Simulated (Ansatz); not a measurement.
# BFH₂OSi: up Jacob's ladder to CCSD(T)

Aim: compute BFH₂OSi with functionals from several rungs and with coupled cluster, and see how far each lands from CCSD(T) at the basis-set limit for the atomisation energy.

Program: Ansatz 0.2.0, Gaussian basis. Level of theory: functionals in def2-TZVPP, the program's frozen cores in correlated methods. These are calculated values, not measurements.

Plan: LDA (SPW92), PBE-D4, revPBE-D4, BLYP-D4, r2SCAN-D4, B97M-V, PBE0-D4, B3LYP-D4, r2SCANh-D4, r2SCAN0-D4, HSE06-D4, BHLYP-D4, CAM-B3LYP-D4, LC-ωPBE, ωB97X-V, ωB97M-V, B2PLYP, PBE-QIDH; CCSD(T)/def2-SVP; CCSD(T)/def2-TZVPP; MP2/def2-QZVPP; extrapolation to the limit; RPA on PBE.

## 1. The geometry

The geometry comes from an earlier relaxation with PBE0-D4 in a triple-zeta def2 set; it is a stationary point.

6 atoms, charge 0, spin multiplicity 1.

Atoms are counted from 1 here; the program's logs count them from 0.

Bond lengths: F1–Si2 1.591 Å, Si2–B3 1.884 Å, Si2–O4 1.720 Å, Si2–H5 1.475 Å, B3–O4 1.354 Å, B3–H6 1.189 Å. Angles: F1–Si2–B3 123.0°, F1–Si2–O4 112.5°, F1–Si2–H5 106.3°, B3–Si2–O4 43.8°, B3–Si2–H5 130.0°, O4–Si2–H5 111.9°, Si2–B3–O4 61.6°, Si2–B3–H6 167.6°, O4–B3–H6 130.7°, Si2–O4–B3 74.6°.

## 2. LDA

This LDA is Slater exchange with PW92 correlation.

in.yaml

```yaml
crystal:
  periodic: [false, false, false]
  atoms:
    - {symbol: F, position_ang: [-1.754496, -0.557205, -0.921735]}
    - {symbol: Si, position_ang: [-0.388169, 0.197663, -0.612296]}
    - {symbol: B, position_ang: [0.467902, 0.125566, 1.064561]}
    - {symbol: O, position_ang: [0.770293, -0.821865, 0.146293]}
    - {symbol: H, position_ang: [0.098223, 0.718322, -1.903740]}
    - {symbol: H, position_ang: [0.848246, 0.273418, 2.180818]}
basis:
  gaussian: {orbitals: def2-TZVPP}
hamiltonian: {xc: lda}
output: {orbitals: {seedname: orbitals}}
```

On the command line:

```
$ ansatz run in.yaml --threads 2 --pin off --events-out ev --progress --plain --max-ram 4352MiB
```

Further steps of the session: PBE-D4 (GGA); revPBE-D4 (GGA); BLYP-D4 (GGA); r2SCAN-D4 (meta-GGA); B97M-V (meta-GGA); B3LYP-D4 (hybrid); r2SCANh-D4 (hybrid); r2SCAN0-D4 (hybrid); HSE06-D4 (hybrid); BHLYP-D4 (hybrid); CAM-B3LYP-D4 (range-separated); LC-ωPBE (range-separated); ωB97X-V (range-separated); ωB97M-V (range-separated); B2PLYP (double hybrid); PBE-QIDH (double hybrid); CCSD(T) in def2-SVP; CCSD(T) in def2-TZVPP; MP2 in def2-QZVPP; RPA on PBE orbitals.

**Question.** What will the summary of the whole plan be? Wanted: atomisation energy, CCSD(T)/CBS; farthest beyond LDA; mean size of error, GGA; mean size of error, meta-GGA; mean size of error, hybrid; mean size of error, range-separated; mean size of error, double hybrid; gap, smallest and largest; T1 diagnostic.

**Answer**, as computed:

| quantity | value |
| --- | --- |
| atomisation energy, CCSD(T)/CBS | 562.5 kcal/mol |
| functionals within 2.8 kcal/mol (0.5 %) | BLYP-D4, r2SCANh-D4, CAM-B3LYP-D4, LC-ωPBE, ωB97X-V, ωB97M-V |
| farthest beyond LDA | BHLYP-D4 (-23.8 kcal/mol) |
| mean size of error, GGA | 6.0 kcal/mol |
| mean size of error, meta-GGA | 4.3 kcal/mol |
| mean size of error, hybrid | 7.6 kcal/mol |
| mean size of error, range-separated | 1.9 kcal/mol |
| mean size of error, double hybrid | 5.2 kcal/mol |
| gap, smallest and largest | 3.64 eV (LDA (SPW92)), 11.01 eV (LC-ωPBE) |
| T1 diagnostic | 0.0154 |
| triples share of the correlation energy | 3.6 % |

LDA overbinds by 86.7 kcal/mol (15 %). PBE-D4 is off by +11.4 kcal/mol. Double hybrids carry the basis error of their MP2 part in triple zeta, and no dispersion term here, so their miss is partly the set-up's. Taken by rung, range-separated functionals do best (1.9 kcal/mol on average) and hybrid ones worst beyond LDA (7.6 kcal/mol). The mean of the hybrids holds BHLYP, with half exact exchange. Misses under about 2.8 kcal/mol are within the doubt on the reference itself, which lacks core-valence correlation, relativity and higher excitations. Hartree-Fock recovers 73 % of the binding; the rest is correlation. CCSD(T) in def2-SVP is off by -42.7 kcal/mol, so the small basis spoils what the method gains. The gap grows from 3.6 to 11.0 eV across the functionals, mostly with the share of exact exchange.
